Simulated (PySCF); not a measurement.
**LaH₃: rigid scans about the minimum**

Aim: map the energy of singlet LaH₃ about its r2SCAN minimum, with rigid distortions.

Method: r2SCAN, basis La def2-TZVP with ECP46, H def2-TZVP, scalar-relativistic core potentials, no spin–orbit coupling, density fitting; program: PySCF 2.14.0.

### 1 The system as given

4 atoms, charge 0, spin multiplicity 1.

Bond lengths: La1–H2 2.121 Å, La1–H3 2.121 Å, La1–H4 2.121 Å. Angles: H2–La1–H3 110.5°, H2–La1–H4 110.5°, H3–La1–H4 110.5°.

```xyz
4
charge 0 multiplicity 1
La    0.0000    0.0000   -0.0107
H     2.0121    0.0000    0.6603
H    -1.0060    1.7425    0.6603
H    -1.0060   -1.7425    0.6603
```

### 2 Density, ELF and potential

The plane holds La1 at (0.00, 0.00), H2 at (2.12, 0.00), H3 at (-0.74, 1.99) Å. Columns run from x = -2.85 to 4.35 Å, rows from y = 4.35 (top) to -1.95 Å, in steps of 0.3 Å. Electrons inside core potentials are absent.

Density (cut at 5 e/Å³):

Ten steps from '0' (0.000 e/Å³) to '9' (2.350 e/Å³), finer at the low end (step k begins (100^(k/10) - 1)/99 of the way up):
```
0000000000000000000000000
0000000000000000000000000
0000000000000000000000000
0000000100000000000000000
0000011211100000000000000
0000123332110000000000000
0001235554210000000000000
0001356875321000000000000
0012357986421000000000000
0012357876431100000000000
0001345666542111111000000
0001235677764323322110000
0001235789987544443210000
0001246897898656665321000
0001247981179767886421000
0001247981179767886421000
0001246897898656665321000
0000135789987544443210000
0000123467765333332110000
0000011234443211111000000
0000001122221111000000000
0000000011110000000000000
```

ELF (0 where the density is under 0.005 e/Å³):

Ten even steps from '0' (0.00) to '9' (1.00):
```
0000000000000000000000000
0000000000000000000000000
0000000700000000000000000
0000899999800000000000000
0008999999990000000000000
0089999999997000000000000
0099999999997100000000000
0699999999995000000000000
0699999999971000000000000
0589999999620000378700000
0258999874210003899980000
0012333345652017999998000
0000012578886239999999000
0000037884488449999999800
0000268950048559999999900
0000279950048559999999900
0000158884588449999999800
0000014688997328999999000
0000000258886116999998000
0000000014663003899980000
0000000001220001478700000
0000000000000000100000000
```

Highest occupied orbital at -5.84 eV (sign arbitrary; one member if degenerate):

Ten even steps from '0' (-0.44 Å^-3/2) to '9' (0.66 Å^-3/2):
```
4333333333333344444444444
3333333333333334444444444
3333333333333334444444444
3333333333333334444444444
3333333333333334444444444
3333333333333334444444444
3333332222333334444444444
3333322112333344444444444
3333321012233344444444444
3333322112233444444444444
3333332222233444444444444
4433333322233455555444444
4444444433234556665544444
4444455653334567776554444
4444456754345678997654444
4444456754334668997654444
4444456653334567776554444
4444445542223456665544444
4444444432223445555444444
4444443333233444444444444
4444333333333444444444444
4433333333333444444444444
```

Values on the line from La1 (at 0) through H2 (at 2.121 Å):

```tsv
distance (Å)	density (e/Å³)	ELF	electrostatic potential (V)
-0.74	1.95	0.925	61.5
0.85	1.35	0.785	42.4
1.06	0.719	0.542	20.3
1.27	0.484	0.451	10.1
1.48	0.529	0.841	6.36
1.70	0.789	0.993	10.1
1.91	1.39	1	38.1
2.23	1.77	1	104
2.44	0.764	1	17.3
2.65	0.338	1	3.68
2.86	0.155	1	-0.187
3.08	0.0747	1	-1.34
3.29	0.0371	1	-1.59
```

Making the fields ran for 1.6 s (2 threads of Arm Neoverse V1, shared host).

### 3 Breathing scan

One driver script runs all scans and calls PySCF for each point, on a (75, 302) grid.

Run with:

```
> OMP_NUM_THREADS=2 python axn.py task.json out
```

A rigid scan with r2SCAN: all bonds to the central atom are scaled together. Each point starts from its neighbour's orbitals, and energies count from the minimum.

```tsv
scale of all bonds to the centre	energy (kJ/mol)	dipole size (D)
0.88	89.3	4.05
0.92	36.5	4.37
0.96	8.4	4.66
1.00	0.0	4.92
1.04	7.1	5.16
1.08	26.5	5.38
1.14	72.3	5.68
1.22	153.9	6.02
1.35	308.5	6.46
```

The scan took 18 s.

### 4 Stretching one bond

A rigid scan with r2SCAN: the bond from La to the last atom (H) is scaled and the rest held.

```tsv
scale of one bond	energy (kJ/mol)	dipole size (D)
0.92	11.6	4.79
0.96	2.7	4.84
1.00	0.0	4.92
1.05	3.4	5.04
1.12	17.0	5.24
1.20	40.2	5.51
1.35	93.0	6.10
1.55	163.1	6.87
1.80	235.9	7.61
2.20	314.3	8.13
```

The scan took 22 s.

A restricted determinant lies too high at long bonds, where the pair should uncouple.

### 5 Umbrella curve

A rigid scan with r2SCAN: angle between each bond and the threefold axis, bonds fixed.

```tsv
angle of the bonds to the threefold axis (°)	energy (kJ/mol)	dipole size (D)
55	24.3	7.83
60	11.7	7.12
65	3.7	6.25
70	0.2	5.26
75	0.8	4.13
80	3.9	2.87
85	7.3	1.48
90	8.7	0.00
```

The scan took 16 s.

### 6 Summary of results

```
                quantity        value
    all bonds 4 % longer   7.1 kJ/mol
    one bond 20 % longer  40.2 kJ/mol
planar shape, bonds held   8.7 kJ/mol
```

Shortening all bonds by 4 % costs 8.4 kJ/mol and lengthening them 7.1: the wall is steeper on the short side. Held rigid otherwise, the planar shape costs 9 kJ/mol, so the molecule is floppy along this path. The stability of the closed-shell solution was not tested. Spin–orbit coupling is left out.
